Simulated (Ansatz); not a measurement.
**As2H (doublet): wave-function methods side by side, cc-pVDZ**

How much of the correlation energy of As2H (doublet) does each wave-function method recover here?

Computed with Ansatz 0.2.0, Gaussian basis. Level: cc-pVDZ, core rule «outside noble gas», up to 28 orbitals frozen.

The runs, in order: UHF; CCSD(T) on ROHF; CCSD(T) on UHF; BCCD(T) on ROHF; CISD as a restricted active space (open shells left free, so some higher excitations enter); CCSDT(Q) on ROHF; CCSDT(Q) on UHF; CCSDTQ on ROHF; CCSDTQ on UHF; CASSCF and MRCISD+Q, 11 electrons in 9 orbitals; CASSCF and NEVPT2, 11 electrons in 9 orbitals.

3 further runs of the same task are left out: 3 set aside as unsound or not needed. Runs told in other sessions of the task aren't counted.

**1. What is computed**

The geometry is a PBE0/def2-TZVP stationary point (not a proven minimum) of the parent state, kept for this charge and spin. No spin-orbit coupling is included. The filled d shell of As may be among the frozen orbitals whatever the setting's name suggests.

3 atoms, charge 0, spin multiplicity 2.

Atoms are counted from 1 here; the program's logs count them from 0.

Bond lengths: As1–As2 2.491 Å, As1–H3 1.530 Å. Angles: As2–As1–H3 92.0°.

Coordinates:

```xyz
3
As2H
As    0.00000   -0.52510    0.80299
As    0.00000   -0.47727   -1.68769
H     0.00000    1.00237    0.88469
```

**2. UHF**

in.yaml

```yaml
crystal:
  periodic: [false, false, false]
  atoms:
    - {symbol: As, position_ang: [0.000000, -0.525099, 0.802993]}
    - {symbol: As, position_ang: [0.000000, -0.477272, -1.687686]}
    - {symbol: H, position_ang: [0.000000, 1.002371, 0.884693]}
basis:
  gaussian: {orbitals: cc-pVDZ}
magnetization: {spin_polarized: true, initial_magnetization: 1}
hamiltonian: {xc: hf}
output: {orbitals: {seedname: orbitals}}
```

On the command line:

```
$ ansatz run in.yaml --threads 1 --pin off --events-out ev --progress --plain --max-ram 2816MiB --backend cpu
```

The runs that follow: CCSD(T) on ROHF; CCSD(T) on UHF; BCCD(T) on ROHF; CISD as a restricted active space (open shells left free, so some higher excitations enter); CCSDT(Q) on ROHF; CCSDT(Q) on UHF; CCSDTQ on ROHF; CCSDTQ on UHF; CASSCF and MRCISD+Q, 11 electrons in 9 orbitals; CASSCF and NEVPT2, 11 electrons in 9 orbitals.

Before running them: what should the planned runs give, taken together? Wanted: UCCSDTQ from the RHF energy; RMP2 from UCCSDTQ; UMP2 from UCCSDTQ; RCCSD from UCCSDTQ; RCCSD(T) from UCCSDTQ; UCCSD(T) from UCCSDTQ; RCCSDT(Q) from UCCSDTQ; UCCSDT(Q) from UCCSDTQ; NEVPT2 valence from UCCSDTQ.

As calculated:

```
                         quantity                                                    value
      UCCSDTQ from the ROHF energy                                               -6.9422 eV
                RMP2 from UCCSDTQ                                              +1277.5 meV
                UMP2 from UCCSDTQ                                              +1423.3 meV
               RCCSD from UCCSDTQ                                               +448.3 meV
            RCCSD(T) from UCCSDTQ                                                +90.7 meV
            UCCSD(T) from UCCSDTQ                                               +152.7 meV
           RCCSDT(Q) from UCCSDTQ                                                 -0.4 meV
           UCCSDT(Q) from UCCSDTQ                                                 -0.5 meV
      NEVPT2 valence from UCCSDTQ                                               +919.2 meV
    MRCISD+Q valence from UCCSDTQ                                                 -6.3 meV
levels within 1 kcal/mol (43 meV)  UCCSDT, RCCSDT(Q), UCCSDT(Q), RCCSDTQ, MRCISD+Q valence
                    T1 diagnostic                                                    0.049
   effectively unpaired electrons                                                     1.47
```

In words: RCCSD(T) misses by +90.7 meV, 1.3 % of the correlation energy. CCSD(T) misses by +90.7 meV on the restricted determinant and by +152.7 meV on the unrestricted one; the two need not hold the same state or core. The occupations show static correlation (1.47 effectively unpaired electrons where one determinant has 1). Of the multireference levels listed MRCISD+Q valence comes nearest in total energy (-6.3 meV), which doesn't show that its space is the better one. These misses are within one basis, not against nature; the frozen cores of restricted and unrestricted runs differ, which can shift their rows.

With open shells the CI space here admits some higher excitations, so it is larger than plain CISD.
